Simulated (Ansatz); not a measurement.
Working through a comparison of dispersion corrections of B₂ClH₅SSi, SMILES BB(Cl)[SiH2]S

With Ansatz's Python interface.

Interactive session:
```pycon
>>> import ansatz as az
>>> from ase import Atoms
>>> atoms = Atoms(["B", "B", "Cl", "Si", "S", "H", "H", "H", "H", "H"], positions=[
...     (1.4207, 0.0734, -1.1279),
...     (0.7711, -0.5706, 0.2442),
...     (1.8624, -1.5118, 1.3474),
...     (-1.0328, -0.3846, 0.6824),
...     (-1.5979, 1.6709, 0.9257),
...     (2.5169, 0.023, -1.4087),
...     (0.6822, 0.7203, -1.8579),
...     (-1.8795, -0.9456, -0.4078),
...     (-1.3789, -1.1035, 1.9771),
...     (-1.2812, 1.9773, -0.3715),
... ])
>>> molecule = az.Crystal.molecule_from_ase(atoms)
>>> base = molecule.calculation().basis(gaussian="def2-SVP")
>>> for name in ["pbe0", "r2scan"]:
...     for correction in ("d3bj", "d4"):
...         report = base.functional(name, dispersion=correction).run(threads=1).report
...         print(f"{name:8s} {correction:5s} total {report['free_energy_ev']:.5f} eV, of which dispersion {1000 * report['dispersion']['energy']['ev']:.2f} meV")
...
pbe0     d3bj  total -32645.30429 eV, of which dispersion -259.45 meV
pbe0     d4    total -32645.28711 eV, of which dispersion -242.27 meV
DeckWarning: the engine holds no damping parameters fitted to this dispersion correction and functional, so the run takes those fitted to r2scan beside the three-body term, which d3bj leaves out (hamiltonian.dispersion, under Limitations)
r2scan   d3bj  total -32655.14609 eV, of which dispersion -83.49 meV
r2scan   d4    total -32655.13158 eV, of which dispersion -68.97 meV
```

Notes:
- Total energies depend on the basis set; only differences at equal settings carry meaning.
- Warnings are shown shortened and without file and line.
- The geometry is a force-field or estimated start, not a minimum of this method, and the basis set is short of its limit. D4 holds the three-body term, and d3bj doesn't.
- A dispersion term here runs with damping parameters fitted for another variant or functional.
- The whole script took 23 s on 1 thread of Arm Neoverse V1, on a shared host, peak memory 0.29 GiB.
